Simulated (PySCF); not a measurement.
# TlBr₂: stationary points from several starts

Which structure of TlBr₂ lies lowest? The starts are bent and linear; the spin state tried: doublet. Each end point is tested by its vibrations.

Program: PySCF 2.14.0. Level of theory: PBE0, basis Tl def2-SVP with ECP60, Br def2-SVP, scalar-relativistic core potentials, no spin–orbit coupling, density fitting. These are calculated values, not measurements.

## 1. The starting structure

3 atoms, charge 0, spin multiplicity 2.

Bond lengths: Tl1–Br2 2.580 Å, Tl1–Br3 2.580 Å. Angles: Br2–Tl1–Br3 110.0°.

Z-matrix (Å, degrees; charge 0 multiplicity 2):
```
Tl
Br 1 2.5800
Br 1 2.5800 2 110.00
```

## 2. The SCF at the typed geometry

One driver script runs all steps and calls PySCF; scf.py shows how it sets up the SCF of each step. The optimiser is the driver's own. After this first run the driver tries any further starts and a stability analysis.

The input, scf.py:

```python
from pyscf import gto, scf, dft
mol = gto.M(atom='''
Tl     0.000000     0.000000     0.000000
Br     2.113400     0.000000     1.479800
Br    -2.113400     0.000000     1.479800''',
    basis={'Tl': 'def2-SVP', 'Br': 'def2-SVP'},
    ecp={'Tl': 'def2-SVP'},
    charge=0, spin=1)
mf = dft.UKS(mol, xc='PBE0')
mf.grids.atom_grid = (50, 194)
aux = {'Tl': 'def2-universal-JKFIT', 'Br': 'def2-universal-JKFIT'}
mf = mf.density_fit(auxbasis=aux)
mf.conv_tol = 1e-08
mf.diis_space = 10
mf.max_cycle = 60
mf.init_guess = 'minao'
mf.verbose = 4
mf.kernel()
```

Started as:

```
$ OMP_NUM_THREADS=2 python axn.py task.json out
```

Log:

```text
init E= -5295.65397918255
[... the frontier-level lines of each cycle are left out ...]
cycle= 1 E= -5318.65083437255  delta_E=  -23  |g|= 1.24  |ddm|= 8.78
cycle= 2 E= -5317.77683336966  delta_E= 0.874  |g|= 1.95  |ddm|= 4.63
cycle= 3 E= -5319.63386380408  delta_E= -1.86  |g|= 0.203  |ddm|= 2.23
cycle= 4 E= -5319.6658847172  delta_E= -0.032  |g|= 0.101  |ddm|= 0.618
cycle= 5 E= -5319.67417284104  delta_E= -0.00829  |g|= 0.0224  |ddm|= 0.173
cycle= 6 E= -5319.67438137691  delta_E= -0.000209  |g|= 0.00608  |ddm|= 0.0329
cycle= 7 E= -5319.67443186285  delta_E= -5.05e-05  |g|= 0.00165  |ddm|= 0.0217
cycle= 8 E= -5319.67443854893  delta_E= -6.69e-06  |g|= 0.000833  |ddm|= 0.00799
cycle= 9 E= -5319.67443990908  delta_E= -1.36e-06  |g|= 0.000246  |ddm|= 0.00372
cycle= 10 E= -5319.67444013417  delta_E= -2.25e-07  |g|= 5.35e-05  |ddm|= 0.00197
cycle= 11 E= -5319.67444014319  delta_E= -9.02e-09  |g|= 1.7e-05  |ddm|= 0.000393
Extra cycle  E= -5319.67444014351  delta_E= -3.2e-10  |g|= 1.1e-05  |ddm|= 5.18e-05
converged SCF energy = -5319.67444014351  <S^2> = 0.75578703  2S+1 = 2.0057787
```

This step, with its further starts and checks, needed 8.5 s of wall time on 2 threads of Arm Neoverse V1, shared host.

No lower solution of this spin turned up in the test of internal stability.

## 3. Relaxation: bent start, doublet

The program finds C2v symmetry in the start, which this walk keeps.

scf.py: that of step 2 with these lines changed.

```diff
@@ -3,3 +3,3 @@
-Tl     0.000000     0.000000     0.000000
-Br     2.113400     0.000000     1.479800
-Br    -2.113400     0.000000     1.479800''',
+Tl     0.000000     0.000000    -0.643770
+Br     2.113400    -0.000000     0.836030
+Br    -2.113400     0.000000     0.836030''',
@@ -16 +15,0 @@
-mf.init_guess = 'minao'
```

Energy and gradient, step by step:

| step | energy (Eh) | change (kJ/mol) | largest symmetric gradient (Eh/bohr) |
| --- | --- | --- | --- |
| 0 | -5319.674440 | 0.00 | 0.00953 |
| 1 | -5319.675826 | -3.64 | 0.00567 |
| 2 | -5319.677660 | -8.45 | 0.00485 |
| 3 | -5319.678221 | -9.93 | 0.00559 |
| 4 | -5319.678755 | -11.33 | 0.00441 |
| 5 | -5319.679067 | -12.15 | 0.00195 |
| 6 | -5319.679138 | -12.33 | 0.00025 |
| 7 | -5319.679144 | -12.35 | 0.00004 |

The walk took 32 s.

End point (C2v, 7 steps, 12.3 kJ/mol gained): Tl–Br 2.654 Å (×2); Br–Tl–Br 134.9°.

## 4. Vibrations and properties at this point

The point is checked on the finer grid, and tightened if its gradient asks for it. The Hessian and the dipole derivatives come from central differences of analytic gradients, with steps of 0.02 bohr.

scf.py: that of step 3 with these lines changed.

```diff
@@ -3,3 +3,3 @@
-Tl     0.000000     0.000000    -0.643770
-Br     2.113400    -0.000000     0.836030
-Br    -2.113400     0.000000     0.836030''',
+Tl     0.000000     0.000000    -0.443496
+Br     2.450881    -0.000000     0.575355
+Br    -2.450881     0.000000     0.575355''',
@@ -10 +10 @@
-mf.grids.atom_grid = (50, 194)
+mf.grids.atom_grid = (75, 302)
@@ -13 +13 @@
-mf.conv_tol = 1e-08
+mf.conv_tol = 1e-10
```

The driver hands on the density of the step before, so the log starts near convergence.

SCF at the final geometry:

```text
init E= -5319.6790151128
[... the frontier-level lines of each cycle are left out ...]
cycle= 1 E= -5319.67901511279  delta_E= 9.09e-12  |g|= 1.36e-06  |ddm|= 4.34e-06
Extra cycle  E= -5319.67901511278  delta_E= 1e-11  |g|= 1.68e-06  |ddm|= 4.28e-06
converged SCF energy = -5319.67901511278  <S^2> = 0.75652707  2S+1 = 2.0065165
```

The whole step took 45 s.

Geometry: C2v; Tl–Br 2.654 Å (×2); Br–Tl–Br 134.9°.

Harmonic modes (main isotopes):

| symmetry | ω (cm⁻¹) | IR (km/mol) |
| --- | --- | --- |
| a1 | 31 | 1.2 |
| a1 | 159 | 3.5 |
| b2 | 193 | 18.9 |

Every mode is real; the point is a minimum.

Constants and moments:

* Dipole moment: 2.06 D
* Highest occupied level: -7.20 eV
* Lowest empty level: -4.96 eV
* Rotational constants: 0.1821, 0.01778, 0.0162 cm⁻¹
* Zero-point energy: 2.3 kJ/mol
* Principal polarisabilities: 43.2, 54.7, 147.5 bohr³
* Atomisation energy without zero-point energy: 487 kJ/mol
* Principal traceless quadrupole moments about the centre of mass: -11.50, 5.49, 6.01 D Å
* Entropy at 298.15 K and 1 bar (electronic part: spin only): 351.2 J/(mol K)
* Heat capacity Cp at 298.15 K: 57.2 J/(mol K)
* Enthalpy at 298.15 K above 0 K: 15.37 kJ/mol
* Rotational symmetry number: 2
* Spin squared ⟨S²⟩: 0.757

Populations by atom (charges in e):

| atom | Mulliken | Löwdin | polar tensor | spin (Mulliken) | Mayer order to Tl1 |
| --- | --- | --- | --- | --- | --- |
| Tl1 | 0.53 | 0.15 | 0.77 | 0.29 | – |
| Br2,3 | -0.26 | -0.08 | -0.38 | 0.36 | 0.85 |

Outer orbital energies (eV). α occupied: -18.91, -12.60, -9.83, -8.53, -8.53, -8.31, -8.29, -7.20; empty: -2.07, -1.42, 0.50, 3.72. β occupied: -18.79, -18.71, -12.11, -8.84, -8.38, -8.35, -8.16, -8.13; empty: -4.96, -1.83, -1.12, 0.84.

Mulliken populations on Tl1 (outside its core potential): s 3.70, p 6.70, d 10.08.

## 5. Linear start, doublet: relaxation

The program finds D∞h symmetry in the start, which this walk keeps.

scf.py: that of step 4 with these lines changed.

```diff
@@ -3,3 +3,3 @@
-Tl     0.000000     0.000000    -0.443496
-Br     2.450881    -0.000000     0.575355
-Br    -2.450881     0.000000     0.575355''',
+Tl     0.000000     0.000000     0.000000
+Br     0.000000     0.000000     2.580000
+Br     0.000000     0.000000    -2.580000''',
@@ -10 +10 @@
-mf.grids.atom_grid = (75, 302)
+mf.grids.atom_grid = (50, 194)
@@ -13 +13 @@
-mf.conv_tol = 1e-10
+mf.conv_tol = 1e-08
```

Steps of the walk:

| step | energy (Eh) | change (kJ/mol) | largest symmetric gradient (Eh/bohr) |
| --- | --- | --- | --- |
| 0 | -5319.672678 | 0.00 | 0.01897 |
| 1 | -5319.675737 | -8.03 | 0.00759 |
| 2 | -5319.676468 | -9.95 | 0.00186 |
| 3 | -5319.676526 | -10.10 | 0.00021 |
| 4 | -5319.676527 | -10.11 | 0.00001 |

The walk took 20 s.

Geometry (Å) and forces (eV/Å) at some steps:

```
step 0
Tl   0.000   0.000   0.000   0.000   0.000   0.000
Br   0.000   0.000   2.580   0.000   0.000   0.975
Br   0.000   0.000  -2.580   0.000   0.000  -0.975
step 1
Tl   0.000   0.000   0.000   0.000   0.000   0.000
Br   0.000   0.000   2.643   0.000   0.000   0.390
Br   0.000   0.000  -2.643   0.000   0.000  -0.390
step 2
Tl   0.000   0.000   0.000   0.000   0.000   0.000
Br   0.000   0.000   2.685   0.000   0.000   0.095
Br   0.000   0.000  -2.685   0.000   0.000  -0.095
step 3
Tl   0.000   0.000   0.000   0.000   0.000   0.000
Br   0.000   0.000   2.698   0.000   0.000   0.011
Br   0.000   0.000  -2.698   0.000   0.000  -0.011
step 4
Tl   0.000   0.000   0.000   0.000   0.000   0.000
Br   0.000   0.000   2.700   0.000   0.000   0.000
Br   0.000   0.000  -2.700   0.000   0.000   0.000
```

After 4 steps and 10.1 kJ/mol it ends at D∞h: Tl–Br 2.700 Å (×2); Br–Tl–Br 180.0°.

## 6. Hessian and properties

The same treatment as at the point before.

scf.py: that of step 5 with these lines changed.

```diff
@@ -3,3 +3,3 @@
-Tl     0.000000     0.000000     0.000000
-Br     0.000000     0.000000     2.580000
-Br     0.000000     0.000000    -2.580000''',
+Tl    -0.000000    -0.000000     0.000000
+Br    -0.000000     0.000000     2.698193
+Br     0.000000    -0.000000    -2.698193''',
@@ -10 +10 @@
-mf.grids.atom_grid = (50, 194)
+mf.grids.atom_grid = (75, 302)
@@ -13 +13 @@
-mf.conv_tol = 1e-08
+mf.conv_tol = 1e-10
```

Log of the central SCF (cycles and frontier levels):

```text
init E= -5319.67682148558
[... the frontier-level lines of each cycle are left out ...]
cycle= 1 E= -5319.67682148558  delta_E= 9.09e-13  |g|= 2.23e-06  |ddm|= 6.69e-06
Extra cycle  E= -5319.67682148559  delta_E= -6.37e-12  |g|= 2.91e-06  |ddm|= 8.18e-06
converged SCF energy = -5319.67682148559  <S^2> = 0.75634252  2S+1 = 2.0063325
```

The whole step needed 39 s of wall time on 2 threads of Arm Neoverse V1, shared host.

Geometry: D∞h; Tl–Br 2.698 Å (×2); Br–Tl–Br 180.0°.

Harmonic modes (main isotopes):

| symmetry | ω (cm⁻¹) | IR (km/mol) |
| --- | --- | --- |
| πu | 26i | 4.3 |
| σg+ | 148 | 0.0 |
| σu+ | 176 | 17.5 |

2 modes are imaginary, the largest at 26i cm⁻¹: a saddle point, not a minimum.

Constants and moments:

| Item | Value |
| --- | --- |
| Dipole moment | 0.00 D |
| Highest occupied level | -6.92 eV |
| Lowest empty level | -4.65 eV |
| Rotational constants | 0.01467 cm⁻¹ |
| Zero-point energy (real modes) | 1.9 kJ/mol |
| Principal polarisabilities | 43.3, 43.3, 170.6 bohr³ |
| Atomisation energy without zero-point energy | 481 kJ/mol |
| Principal traceless quadrupole moments about the centre of mass | -15.32, 7.66, 7.66 D Å |
| Spin squared ⟨S²⟩ | 0.756 |

Charges (e) and bond orders:

```csv
atom,Mulliken,Löwdin,polar tensor,spin (Mulliken),Mayer order to Tl1
Tl1,0.54,0.20,0.72,0.19,–
"Br2,3",-0.27,-0.10,-0.36,0.41,0.77
```

Mulliken populations on Tl1 (outside its core potential): s 3.78, p 6.59, d 10.09.

## 7. Following the imaginary mode

The start is the last point, displaced along its most imaginary mode.

The program finds C2v symmetry in the start, which this walk keeps. The walk stops when the largest gradient is under 0.0003 Eh/bohr and the energy has settled too.

scf.py: that of step 6 with these lines changed.

```diff
@@ -3,3 +3,3 @@
-Tl    -0.000000    -0.000000     0.000000
-Br    -0.000000     0.000000     2.698193
-Br     0.000000    -0.000000    -2.698193''',
+Tl     0.181089     0.065313     0.000000
+Br    -0.235172    -0.084819     2.698193
+Br    -0.235172    -0.084819    -2.698193''',
@@ -10 +10 @@
-mf.grids.atom_grid = (75, 302)
+mf.grids.atom_grid = (50, 194)
@@ -13 +13 @@
-mf.conv_tol = 1e-10
+mf.conv_tol = 1e-08
```

The optimiser's trace:

| step | energy (Eh) | change (kJ/mol) | largest symmetric gradient (Eh/bohr) |
| --- | --- | --- | --- |
| 0 | -5319.676949 | 0.00 | 0.00515 |
| 1 | -5319.677313 | -0.96 | 0.00304 |
| 2 | -5319.677643 | -1.82 | 0.00175 |
| 3 | -5319.677898 | -2.49 | 0.00228 |
| 4 | -5319.678177 | -3.22 | 0.00208 |
| 5 | -5319.678326 | -3.62 | 0.00359 |
| 6 | -5319.678568 | -4.25 | 0.00028 |
| 7 | -5319.678579 | -4.28 | 0.00029 |
| 8 | -5319.678585 | -4.30 | 0.00019 |
| 9 | -5319.678587 | -4.30 | 0.00004 |

The walk took 42 s.

After 9 steps and 4.3 kJ/mol it ends at C2v: Tl–Br 2.653 Å (×2); Br–Tl–Br 133.6°.

## 8. All stationary points

| spin | group | bonds | imaginary modes (cm⁻¹) | ΔE (kJ/mol) | with zero-point energy |
| --- | --- | --- | --- | --- | --- |
| doublet | C2v | Tl–Br 2.654 Å (×2) | none | 0.0 | 0.0 |
| doublet | D∞h | Tl–Br 2.698 Å (×2) | 26i, 26i | 5.8 | – |

## 9. Fields at the lowest minimum

The plane holds Tl1 at (0.00, 0.00), Br2 at (2.65, 0.00), Br3 at (-1.87, 1.88) Å. Columns run from x = -3.75 to 4.95 Å, rows from y = 4.05 (top) to -1.95 Å, in steps of 0.3 Å. Electrons inside core potentials are absent.

Density (cut at 5 e/Å³):

Ten steps from '0' (0.000 e/Å³) to '9' (5.000 e/Å³), finer at the low end (step k begins (100^(k/10) - 1)/99 of the way up):
```
000000000000000000000000000000
000000000000000000000000000000
000011111100000000000000000000
000123333210000000000000000000
001245554321000000000000000000
012456776532100000000000000000
013569997642100000000000000000
013579999643110000000000000000
013579998643211000111111100000
013467987543332111123332110000
012356665444554322234554321000
001234444457887533456776431000
000122333479999744568997542100
000011123589879854579999642100
000000113589779854579999642100
000000012479999744568997642100
000000012357887533456776431000
000000001234554322234554321000
000000000122332211122332210000
000000000011111100011111100000
000000000000000000000000000000
```

ELF (0 where the density is under 0.005 e/Å³):

Ten even steps from '0' (0.00) to '9' (0.87):
```
000001111000000000000000000000
000123344320000000000000000000
001245666653100000000000000000
013468898875300000000000000000
135788899986410000000000000000
246885348997410000000000000000
358952752897410000011221000000
469937782796310000134554310000
479954881784211001356776532000
479982214752222111478998753100
468998777522333212689999874200
257899875224665323798668985310
035666532247987423771433886310
002333223368009523735482687410
000111123468009523735482687410
000000134457887423761433896310
000000134445665333687668985310
000000145544444432589999975200
000000045554444421368998753100
000000024555554311246776542000
000000000455553200024554320000
```

Electrostatic potential (cut at 20 V):

Ten steps from '0' (-0.51 V) to '9' (20.00 V), finer at the low end (step k begins (100^(k/10) - 1)/99 of the way up):
```
222221110000111222222222222222
222222211000111222222222222222
222334432100012222222211111222
223456665310112222222111111122
234578987531122222221111111112
235799999853233333221111111111
236899999974344433221000001111
136899999975555443321000001111
135899999976666554322211111111
024799999977777665444554322111
003579999888998876567877543221
001357777899999987789999764322
101234567899999987899999975322
111234567999999998999999985322
222234467999999998999999985322
222334567899999987899999975322
233334556899999976789999754222
333344456788998766567877542211
333344455667777655444544321111
333344445566666554332211000111
333344444555555544321100000111
```

Values on the line from Tl1 (at 0) through Br2 (at 2.654 Å):

| distance (Å) | density (e/Å³) | ELF | electrostatic potential (V) | spin density (e/Å³) |
| --- | --- | --- | --- | --- |
| -0.93 | 1.07 | 0.395 | 22.9 | 0.055 |
| 0.80 | 2.18 | 0.472 | 38.6 | 0.0343 |
| 1.06 | 0.593 | 0.232 | 15.5 | -0.00554 |
| 1.33 | 0.375 | 0.268 | 9.07 | -0.00416 |
| 1.59 | 0.56 | 0.641 | 11.6 | 0.0521 |
| 1.86 | 1.09 | 0.501 | 28.7 | 0.159 |
| 2.12 | 3.71 | 0.19 | 86.7 | 0.134 |
| 2.39 | 73.1 | 0.77 | 418 | 0.214 |
| 2.79 | 256 | 0.284 | 1.62e+03 | 0.153 |
| 3.05 | 16.1 | 0.597 | 168 | 0.00271 |
| 3.32 | 1.63 | 0.249 | 48 | 0.159 |
| 3.58 | 0.681 | 0.713 | 15.9 | 0.121 |
| 3.85 | 0.259 | 0.754 | 5.41 | 0.0554 |
| 4.11 | 0.0925 | 0.562 | 1.8 | 0.0224 |

Making the fields took 2.4 s.

## 10. Summary of results

| quantity | value |
| --- | --- |
| lowest minimum | doublet, C2v |
| geometry | Tl–Br 2.654 Å (×2); Br–Tl–Br 134.9° |
| wavenumbers (cm⁻¹) | 31 (a1), 159 (a1), 193 (b2) |
| dipole moment | 2.06 D |
| highest occupied, lowest empty level (either spin) | -7.20, -4.96 eV |
| polar-tensor charge of Tl1 | +0.77 e |
| zero-point energy | 2.3 kJ/mol |
| entropy at 298.15 K | 351.2 J/(mol K) |
| atomisation energy (no zero-point energy) | 487 kJ/mol |
| ⟨S²⟩ | 0.757 |

**Reading.** The lowest minimum found is the doublet of C2v symmetry. In the infrared the band at 193 cm⁻¹ (b2, stretch) leads. A search over typed starts can miss a lower isomer. Spin–orbit coupling, left out here, can matter for elements this heavy.

The search up to here needed 3.3 min of wall time on 2 threads of Arm Neoverse V1, shared host.
